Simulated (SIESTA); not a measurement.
Write the native input for SIESTA 5.4.2 that does the following.

```
Task                : single point
Functional          : PBEsol
Potentials or basis : PseudoDojo 0.4 standard (PBEsol files)
Basis               : DZP (energy shift 0.003 Ry; two zetas on semicore shells)
Grid cutoff         : 800 Ry
Energy shift        : 0.003 Ry
k mesh              : 5 × 5 × 5
Occupations         : fermi-dirac, width 0.05 eV
Spin                : no spin polarisation
```

Zn3CdS4:

```
Cd Zn S
1.0
     5.51101    0.00000    0.00000
     0.00000    5.51101    0.00000
     0.00000    0.00000    5.51101
Cd Zn S
1 3 4
Direct
  0.00862 0.00298 0.00651
  0.50738 0.50550 0.99617
  0.50106 0.00246 0.49960
  0.99681 0.50341 0.49717
  0.73527 0.25844 0.73793
  0.26056 0.73364 0.73774
  0.73953 0.73616 0.26909
  0.26680 0.27151 0.26561
```

The cell comes from a database or a generator and needn't be the stable form of this composition.

The cell isn't the ideal one: atoms moved at random, drawn with an rms of 0.05 Å.

These files were run (other wordings do the same):

Zn3CdS4.fdf

```
SystemName                      Zn3CdS4
SystemLabel                     Zn3CdS4
NumberOfSpecies                 3
NumberOfAtoms                   8
%block ChemicalSpeciesLabel
  1  48 Cd
  2  30 Zn
  3  16 S
%endblock ChemicalSpeciesLabel

LatticeConstant                 1.0 Ang
%block LatticeVectors
     5.5110120200     0.0000000000     0.0000000000
     0.0000000000     5.5110120200     0.0000000000
     0.0000000000     0.0000000000     5.5110120200
%endblock LatticeVectors
AtomicCoordinatesFormat         Fractional
%block AtomicCoordinatesAndAtomicSpecies
     0.0086180000     0.0029840000     0.0065090000  1  Cd
     0.5073850000     0.5055010000    -0.0038270000  2  Zn
     0.5010620000     0.0024560000     0.4996040000  2  Zn
    -0.0031880000     0.5034080000     0.4971730000  2  Zn
     0.7352720000     0.2584410000     0.7379250000  3  S
     0.2605650000     0.7336360000     0.7377430000  3  S
     0.7395300000     0.7361590000     0.2690880000  3  S
     0.2667970000     0.2715090000     0.2656060000  3  S
%endblock AtomicCoordinatesAndAtomicSpecies

%block kgrid.MonkhorstPack
    5   0   0  0.0
    0   5   0  0.0
    0   0   5  0.0
%endblock kgrid.MonkhorstPack
XC.Functional                   GGA
XC.Authors                      PBEsol
PAO.BasisSize                   DZP
PAO.EnergyShift                 0.003 Ry
Mesh.Cutoff                     800 Ry
OccupationFunction              FD
ElectronicTemperature           0.05 eV
MaxSCFIterations                120
SCF.MustConverge                false
SCF.Mixer.Method                Pulay
SCF.Mixer.Weight                0.25
SCF.Mixer.History               8
SCF.DM.Tolerance                5.0e-05
SCF.H.Tolerance                 1.0e-03 eV
WriteForces                     true
Charge.Mulliken                 end
%block PAO.Basis
  Cd 5
  n=4 0 2
    2.625 0.000
  n=5 0 2
    7.504 0.000
  n=4 1 2
    2.973 0.000
  n=5 1 1
    7.504
  n=4 2 2
    4.584 0.000
  Zn 5
  n=3 0 2
    2.276 0.000
  n=4 0 2
    6.317 0.000
  n=3 1 2
    2.537 0.000
  n=4 1 1
    6.317
  n=3 2 2
    4.164 0.000
%endblock PAO.Basis
```

Potentials or basis: PseudoDojo 0.4 standard (PBEsol files), DZP (energy shift 0.003 Ry; two zetas on semicore shells).

The run is started by

```bash
$ siesta < Zn3CdS4.fdf > Zn3CdS4.out 2>&1
```

It gave:

```
Pressure               : -0.8 GPa
Largest force          : 0.568 eV/Å
Band gap on the k mesh : 1.94 eV, direct
```

Caveat: short orbitals over semicore shells can move pressures by several GPa; the valence orbitals were made in a potential fitted to the semicore shell under them, which widens gaps by tenths of an eV or more; the basis of atomic orbitals isn't converged, which shifts pressures, moduli and gaps.

Wall time 66 s on 1 thread of Intel(R) Xeon(R) 6975P-C (Granite Rapids) (shared host), peak memory 0.57 GiB.
